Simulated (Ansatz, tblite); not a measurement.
# [Cu(NH3)3F]+ (CuFH9N3+): one state, many levels

An exercise on one series of results from a longer session: the logs are not shown, and one member is left open.

Computed with Ansatz 0.2.0, Gaussian basis. Level: as each input shows.

Levels to be run: GFN1-xTB, GFN2-xTB, PBE-D4/def2-TZVP, r2SCAN-D4/def2-TZVP, LDA/def2-TZVP, ωB97M-V/def2-TZVP, BLYP-D4/def2-TZVP, PBE-D4/def2-SVP, PBE0-D4/def2-SVP, CCSD(T)/def2-SVP, MP2/def2-TZVP, RPA/def2-TZVP.

2 further runs of the same task are left out: 2 set aside as unsound or not needed. Runs told in other sessions of the task aren't counted.

### The relaxed structure

The doublet was relaxed beforehand with PBE-D4/def2-SVP.

14 atoms, charge 1, spin multiplicity 2.

Bond lengths: Cu1–N2 2.055 Å, Cu1–N6 2.054 Å, Cu1–N10 2.056 Å, Cu1–F14 1.859 Å, N2–H3 1.030 Å, N2–H4 1.038 Å, N2–H5 1.030 Å, N6–H7 1.031 Å, N6–H8 1.033 Å, N6–H9 1.031 Å, N10–H11 1.030 Å, N10–H12 1.030 Å, N10–H13 1.038 Å. Angles: N2–Cu1–N6 98.3°, N2–Cu1–N10 163.7°, N2–Cu1–F14 81.8°, N6–Cu1–N10 98.1°, N6–Cu1–F14 179.2°, N10–Cu1–F14 81.8°, Cu1–N2–H3 119.4°, Cu1–N2–H4 92.4°, Cu1–N2–H5 118.8°, H3–N2–H4 108.5°, H3–N2–H5 107.6°, H4–N2–H5 108.2°, Cu1–N6–H7 113.2°, Cu1–N6–H8 111.8°, Cu1–N6–H9 113.6°, H7–N6–H8 105.8°, H7–N6–H9 106.0°, H8–N6–H9 105.8° and more.

Formally the metal is d9. No spin-orbit coupling is included. The ion is computed in the gas phase, without counter-ions or solvent.

PBE0-D4/def2-TZVP was run before; its log isn't repeated, and its numbers join the tables.

Set-up of the first run:

Tight binding, by tblite at 300 K electronic temperature and without a spin-polarisation term:

```python
tblite.interface.Calculator('GFN1-xTB', numbers, positions, charge=1, uhf=1).singlepoint()
```

Tight binding, by tblite at 300 K electronic temperature and without a spin-polarisation term:

```python
tblite.interface.Calculator('GFN2-xTB', numbers, positions, charge=1, uhf=1).singlepoint()
```

start.molden holds the orbitals of an earlier run on this state, given as this run's starting guess.

Contents of in.yaml:

```yaml
crystal:
  periodic: [false, false, false]
  atoms:
    - {symbol: Cu, position_ang: [0.002102, -0.303194, -0.000901]}
    - {symbol: N, position_ang: [2.036316, -0.593774, -0.025487]}
    - {symbol: H, position_ang: [2.582508, -0.278047, -0.839838]}
    - {symbol: H, position_ang: [1.931611, -1.625214, -0.078400]}
    - {symbol: H, position_ang: [2.579350, -0.368783, 0.820607]}
    - {symbol: N, position_ang: [-0.002122, 1.750521, 0.035061]}
    - {symbol: H, position_ang: [-0.777182, 2.145865, 0.589007]}
    - {symbol: H, position_ang: [-0.101295, 2.150331, -0.911730]}
    - {symbol: H, position_ang: [0.862094, 2.157965, 0.423020]}
    - {symbol: N, position_ang: [-2.032657, -0.595826, 0.012006]}
    - {symbol: H, position_ang: [-2.602014, -0.262132, -0.779026]}
    - {symbol: H, position_ang: [-2.551485, -0.390649, 0.878036]}
    - {symbol: H, position_ang: [-1.929462, -1.625900, -0.064417]}
    - {symbol: F, position_ang: [0.002225, -2.161181, -0.057927]}
basis:
  gaussian: {orbitals: def2-TZVP, initial_orbitals: start.molden}
total_charge: 1
magnetization: {spin_polarized: true, initial_magnetization: 1}
hamiltonian: {xc: pbe, dispersion: d4}
scf: {omitted_lower_state_checks: [starts]}
output: {orbitals: {seedname: orbitals}}
```

Started as:

```
ansatz run in.yaml --threads 4 --pin off --events-out ev --progress --plain --max-ram 4787MiB
```

Among the steps run: PBE-D4/def2-TZVP; r2SCAN-D4/def2-TZVP; LDA/def2-TZVP; ωB97M-V/def2-TZVP; BLYP-D4/def2-TZVP; PBE-D4/def2-SVP; PBE0-D4/def2-SVP; CCSD(T)/def2-SVP; MP2/def2-TZVP; RPA/def2-TZVP.

One of the session's tables, all rows but one given; the rest of the session is left out.

```
              level  HOMO (eV)  LUMO (eV)  gap (eV)
      LDA/def2-TZVP      -9.85      -8.97      0.88
    PBE-D4/def2-SVP      -9.51      -8.36      1.15
   PBE-D4/def2-TZVP      -9.78      -8.61      1.16
  BLYP-D4/def2-TZVP      -9.70      -8.54      1.16
r2SCAN-D4/def2-TZVP     -10.28      -8.34      1.94
   PBE0-D4/def2-SVP          ?          ?         ?
  PBE0-D4/def2-TZVP     -11.97      -6.97      5.01
  ωB97M-V/def2-TZVP     -14.34      -4.74      9.60
```

Q: Estimate the row for PBE0-D4/def2-SVP from the others.

The run gave: HOMO (eV): -11.79; LUMO (eV): -6.91; gap (eV): 4.87. In the column «HOMO (eV)» it lies between PBE0-D4/def2-TZVP (-11.97) and r2SCAN-D4/def2-TZVP (-10.28).
